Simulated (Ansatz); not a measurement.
Which YAML input does this script hand to the engine? (Ansatz 0.2.0 through its Python package)

Typed at the interpreter:
```pycon
>>> import itertools
>>> import ansatz as az
>>> from ase.data import atomic_numbers, covalent_radii
>>> import numpy as np
>>> GEOMETRY = """
... B    -1.08870   -1.44460    0.13140
... C    -0.30730   -0.13280    0.53760
... S    -0.30580    0.19940    2.29090
... C     0.43270    0.67870   -0.33760
... N     0.30740    0.45030   -1.76890
... O     1.12840    1.76140    0.11420
... H    -1.67080   -2.02210    0.95550
... H    -1.10810   -1.81680   -0.98300
... H     0.88390   -0.57170    2.52990
... H     0.88950    1.06030   -2.35180
... H    -0.35560   -0.21210   -2.19120
... H     1.27140    1.99490    1.10700
... """
>>> c2h6bnos = az.Crystal.molecule()
>>> for line in GEOMETRY.strip().splitlines():
...     symbol, *xyz = line.split()
...     c2h6bnos = c2h6bnos.atom(symbol, [float(v) for v in xyz])
...
>>> calc = c2h6bnos.calculation().basis(gaussian="6-31G*").functional("cam_b3lyp")
>>> symbols = [site.symbol for site in c2h6bnos.cartesian_sites]
>>> start = np.array([site.position_ang for site in c2h6bnos.cartesian_sites], dtype=float)
>>> def progress(event):
...     if event["event"] == "relax_step":
...         row = event["data"]
...         print(f"step {row['step']:3d}  E = {row['lagrangian_ev']:.6f} eV  largest force component {row['allowed_force_max_ev_ang']:.4f} eV/A")
...
>>> rep = calc.relax(force_tolerance=0.02).session().plan().execute(on_event=progress).report
step   1  E = -17215.222949 eV  largest force component 2.8108 eV/A
step   2  E = -17216.242512 eV  largest force component 1.8448 eV/A
step   3  E = -17216.449172 eV  largest force component 1.1229 eV/A
step   4  E = -17216.497446 eV  largest force component 0.4850 eV/A
step   5  E = -17216.503797 eV  largest force component 0.3013 eV/A
step   6  E = -17216.508801 eV  largest force component 0.0836 eV/A
step   7  E = -17216.509630 eV  largest force component 0.0417 eV/A
step   8  E = -17216.510477 eV  largest force component 0.0754 eV/A
step   9  E = -17216.511112 eV  largest force component 0.0288 eV/A
step  10  E = -17216.510925 eV  largest force component 0.0353 eV/A
step  11  E = -17216.511208 eV  largest force component 0.0176 eV/A
>>> end = np.array(rep["positions_ang"])
>>> print(f"E = {rep['free_energy_ev']:.6f} eV = {rep['free_energy_ev'] / 27.211386246:.7f} Ha")
E = -17216.511329 eV = -632.6951216 Ha
>>> print("converged:", rep["converged"], " doubts:", rep["published_state_doubts"] or "none")
converged: True  doubts: none
>>> # pairs closer than 1.2 times the sum of covalent radii, before or after
>>> radius = [covalent_radii[atomic_numbers[s]] for s in symbols]
>>> span = lambda where, i, j: np.linalg.norm(where[i] - where[j])
>>> bonded = [(i, j) for i, j in itertools.combinations(range(len(symbols)), 2) if min(span(start, i, j), span(end, i, j)) < 1.2 * (radius[i] + radius[j])]
>>> print("pair        before    after (A)")
pair        before    after (A)
>>> for i, j in bonded:
...     print(f"{symbols[i]}{i}-{symbols[j]}{j}".ljust(10), f"{span(start, i, j):8.4f} {span(end, i, j):8.4f}")
...
B0-C1        1.5800   1.4867
B0-H6        1.1625   1.1940
B0-H7        1.1751   1.2055
C1-S2        1.7845   1.7965
C1-C3        1.4043   1.4008
S2-H8        1.4377   1.3500
C3-N4        1.4548   1.3392
C3-O5        1.3640   1.3271
N4-H9        1.0250   1.0074
N4-H10       1.0279   1.0071
O5-H11       1.0299   0.9850
>>> for first, second in list(itertools.combinations(bonded, 2)):
...     shared = set(first) & set(second)
...     if shared and symbols[(j := shared.pop())] != "H":
...         i, k = sorted((set(first) | set(second)) - {j})
...         u, v = end[i] - end[j], end[k] - end[j]
...         angle = np.degrees(np.arccos(np.clip(u @ v / np.linalg.norm(u) / np.linalg.norm(v), -1, 1)))
...         print(f"final angle {symbols[i]}{i}-{symbols[j]}{j}-{symbols[k]}{k}: {angle:.2f} deg")
...
final angle C1-B0-H6: 121.77 deg
final angle C1-B0-H7: 120.69 deg
final angle B0-C1-S2: 122.34 deg
final angle B0-C1-C3: 123.29 deg
final angle H6-B0-H7: 117.54 deg
final angle S2-C1-C3: 114.26 deg
final angle C1-S2-H8: 100.26 deg
final angle C1-C3-N4: 124.61 deg
final angle C1-C3-O5: 123.33 deg
final angle N4-C3-O5: 112.05 deg
final angle C3-N4-H9: 119.31 deg
final angle C3-N4-H10: 119.42 deg
final angle C3-O5-H11: 106.20 deg
final angle H9-N4-H10: 120.23 deg
>>> charges = rep["charge_distribution"]
>>> print("dipole moment", round(4.803205 * float(np.linalg.norm(charges["dipole_moment_e_ang"])), 3), "D")
dipole moment 3.382 D
>>> print("Mulliken:", [(s, round(q, 3)) for s, q in zip(symbols, charges["mulliken_charges_e"])])
Mulliken: [('B', -0.03), ('C', -0.22), ('S', -0.138), ('C', 0.544), ('N', -0.752), ('O', -0.593), ('H', -0.028), ('H', -0.074), ('H', 0.115), ('H', 0.36), ('H', 0.372), ('H', 0.444)]
```

`input.yaml`:
```yaml
crystal:
  periodic: [false, false, false]
  atoms:
    - { symbol: B, position_ang: [-1.0887, -1.4446, 0.1314] }
    - { symbol: C, position_ang: [-0.3073, -0.1328, 0.5376] }
    - { symbol: S, position_ang: [-0.3058, 0.1994, 2.2909] }
    - { symbol: C, position_ang: [0.4327, 0.6787, -0.3376] }
    - { symbol: "N", position_ang: [0.3074, 0.4503, -1.7689] }
    - { symbol: O, position_ang: [1.1284, 1.7614, 0.1142] }
    - { symbol: H, position_ang: [-1.6708, -2.0221, 0.9555] }
    - { symbol: H, position_ang: [-1.1081, -1.8168, -0.983] }
    - { symbol: H, position_ang: [0.8839, -0.5717, 2.5299] }
    - { symbol: H, position_ang: [0.8895, 1.0603, -2.3518] }
    - { symbol: H, position_ang: [-0.3556, -0.2121, -2.1912] }
    - { symbol: H, position_ang: [1.2714, 1.9949, 1.107] }
basis:
  gaussian:
    orbitals: "6-31G*"
hamiltonian:
  xc: cam_b3lyp
relax:
  f_tol: 0.02
```

What to keep in mind:
- Total energies depend on the basis set; only differences at equal settings carry meaning.
- The end point is the stationary point reached from this start; no frequency run checks that it is a minimum, and the basis set is modest.
- Timing: 77 s on 1 thread of Arm Neoverse V2, with other jobs on the host, peak memory 0.37 GiB.
